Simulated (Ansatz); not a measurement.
**AlCr+ (quintet): energies up the ladder**

The task, for AlCr+ (quintet): energies up the ladder. Charge +1. Spin multiplicity 5.

Method: the levels named in each step, in Ansatz 0.2.0.

## (1) The structure to begin with

Bond lengths: Al1–Cr2 2.432 Å.

As a file:

```xyz
2

Al    0.0000    0.0000    0.0000
Cr    0.0000    0.0000    2.4318
```

## (2) A rough first relaxation, PBE-D4/def2-SVP

File input.yaml:

```yaml
crystal:
  periodic: [false, false, false]
  atoms:
    - { symbol: Al, position_ang: [0.0, 0.0, 0.0] }
    - { symbol: Cr, position_ang: [0.0, 0.0, 2.4318] }
magnetization:
  spin_polarized: true
  initial_magnetization: 4
total_charge: 1
basis:
  gaussian: { orbitals: def2-SVP }
hamiltonian:
  xc: pbe
  dispersion: d4
relax:
  f_tol: 0.03
  max_steps: 200
```

The run is started by

```sh
> ansatz run input.yaml --threads 2 --pin off --max-ram 5120MiB --backend cpu --events-out ev --progress --plain --runs-dir out
```

Further steps of the session: Relaxation, PBE0-D4/def2-TZVPP; Frequencies, PBE0-D4/def2-TZVPP; Single point, PBE-D4/def2-TZVPP; Single point, r2SCAN-D4/def2-TZVPP; Single point, B3LYP-D4/def2-TZVPP; Single point, wB97M-V/def2-TZVPP; Single point, B2PLYP/def2-TZVPP; Single point, LDA/def2-TZVPP; Single point, PBE0-D4/def2-SVP; Single point, PBE-D4/def2-SVP.

Before running it: what results should come out? Wanted: Al1–Cr2 at PBE0-D4/def2-TZVPP; frequencies at PBE0-D4/def2-TZVPP; energy at PBE-D4/def2-SVP.

As calculated:

| quantity | value |
| --- | --- |
| Al1–Cr2 at PBE0-D4/def2-TZVPP | 2.811 Å |
| frequencies at PBE0-D4/def2-TZVPP | 167 cm⁻¹ |
| energy at PBE-D4/def2-SVP | -34993.894 eV |

**Reading.** No mode is imaginary, so the geometry is a minimum. These totals serve in differences with atoms or fragments at the same level; alone they don't rank the methods. <S²> exceeds the pure value by up to 0.99: some mean fields break spin symmetry, which blurs their results.
